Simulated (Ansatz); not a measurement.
# CH5B2NO: the cost of one run

All numbers are computed with the Python package of Ansatz 0.2.0. Level of theory: Hartree-Fock/def2-SVP.

## 1. The system

Bond lengths: B1–C2 1.572 Å, C2–N3 1.442 Å, C2–B4 1.612 Å, C2–O5 1.376 Å, B4–O5 1.575 Å, B1–H6 1.254 Å, B1–H7 1.144 Å, N3–H8 0.987 Å, N3–H9 1.109 Å, B4–H10 1.107 Å. Angles (14 of 16 angles, heavy atoms first): B1–C2–N3 117.4°, B1–C2–B4 123.2°, B1–C2–O5 115.7°, N3–C2–B4 114.5°, N3–C2–O5 110.1°, B4–C2–O5 63.0°, C2–B4–O5 51.1°, C2–O5–B4 65.8°, C2–B1–H6 117.6°, C2–B1–H7 123.2°, C2–N3–H8 111.4°, C2–N3–H9 105.5°, C2–B4–H10 140.4°, O5–B4–H10 150.4°.

The script holds or builds the structure itself.

## 2. Script

Contents of ch5b2no.py:

```python
"""Harmonic frequencies of CH5B2NO at its relaxed geometry."""

from dataclasses import dataclass
import itertools

import ansatz as az
from ase.data import atomic_numbers, covalent_radii
import numpy as np


@dataclass(frozen=True)
class Options:
    basis: str = "def2-SVP"
    functional: str = "hf"


cfg = Options()

ch5b2no = (
    az.Crystal.molecule()
    .atom("B", (-0.8926, 0.1577, 1.1014))
    .atom("C", (-0.0233, 0.0724, -0.2054))
    .atom("N", (0.6419, -1.177, -0.4807))
    .atom("B", (0.6579, 1.3595, -0.8974))
    .atom("O", (-0.6174, 0.5537, -1.3497))
    .atom("H", (-1.4871, 1.2376, 1.3338))
    .atom("H", (-1.1732, -0.7571, 1.7285))
    .atom("H", (0.0035, -1.9293, -0.4938))
    .atom("H", (1.3159, -1.3498, 0.3826))
    .atom("H", (1.6576, 1.7811, -1.1164))
)

model = ch5b2no.calculation().basis(gaussian=cfg.basis).functional(cfg.functional)
symbols = [site.symbol for site in ch5b2no.cartesian_sites]
start = np.array([site.position_ang for site in ch5b2no.cartesian_sites], dtype=float)
report = model.relax(force_tolerance=0.003).run().report
end = np.array(report["positions_ang"])

# pairs closer than 1.2 times the sum of covalent radii, before or after
radius = [covalent_radii[atomic_numbers[s]] for s in symbols]
span = lambda where, i, j: np.linalg.norm(where[i] - where[j])
bonded = [(i, j) for i, j in itertools.combinations(range(len(symbols)), 2) if min(span(start, i, j), span(end, i, j)) < 1.2 * (radius[i] + radius[j])]
print("pair        before    after (A)")
for i, j in bonded:
    print(f"{symbols[i]}{i}-{symbols[j]}{j}".ljust(10), f"{span(start, i, j):8.4f} {span(end, i, j):8.4f}")

# same settings at the minimum
minimum = az.Crystal.molecule()
for symbol, place in zip(symbols, end):
    minimum = minimum.atom(symbol, place.tolist())
vibrating = (
    minimum.calculation()
    .basis(gaussian=cfg.basis)
    .functional(cfg.functional)
    .phonons(temperatures=(100, 500, 100))
)
vib = vibrating.run().report["vibrations"]
sums = vib["harmonic_sums"]
modes = [m["omega_inv_cm"] for m in sums["modes_at_gamma"] if m["rigid_motion"] == "no"]
for number, w in enumerate(modes, start=1):
    print(f"mode {number:2d} {w:9.1f} 1/cm {w / 8065.544 * 1000:8.2f} meV")
print("imaginary modes:", sum(w < 0 for w in modes), " zero-point energy:", round(sums["zero_point_energy_ev"], 4), "eV")
print("T (K)   F_vib (eV)   S_vib (meV/K)   C_vib (meV/K)")
for row in zip(sums["temperatures_k"], sums["vibrational_free_energy_ev"], vib["entropy_ev_per_k"], vib["heat_capacity_ev_per_k"]):
    print(f"{row[0]:6.1f} {row[1]:11.4f} {1000 * row[2]:13.4f} {1000 * row[3]:15.4f}")
```

## 3. The calls as engine input

The package turns the script's settings into the engine's input (first run):

```yaml
crystal:
  periodic: [false, false, false]
  atoms:
    - { symbol: B, position_ang: [-0.8926, 0.1577, 1.1014] }
    - { symbol: C, position_ang: [-0.0233, 0.0724, -0.2054] }
    - { symbol: "N", position_ang: [0.6419, -1.177, -0.4807] }
    - { symbol: B, position_ang: [0.6579, 1.3595, -0.8974] }
    - { symbol: O, position_ang: [-0.6174, 0.5537, -1.3497] }
    - { symbol: H, position_ang: [-1.4871, 1.2376, 1.3338] }
    - { symbol: H, position_ang: [-1.1732, -0.7571, 1.7285] }
    - { symbol: H, position_ang: [0.0035, -1.9293, -0.4938] }
    - { symbol: H, position_ang: [1.3159, -1.3498, 0.3826] }
    - { symbol: H, position_ang: [1.6576, 1.7811, -1.1164] }
basis:
  gaussian:
    orbitals: def2-SVP
hamiltonian:
  xc: hf
relax:
  f_tol: 0.003
```

## 4. The run

Command:

```
> python ch5b2no.py
```

Q: Estimate wall time and peak memory on 1 thread of Arm Neoverse V2, shared host.

About 1.9 min, with a peak of 0.25 GiB.
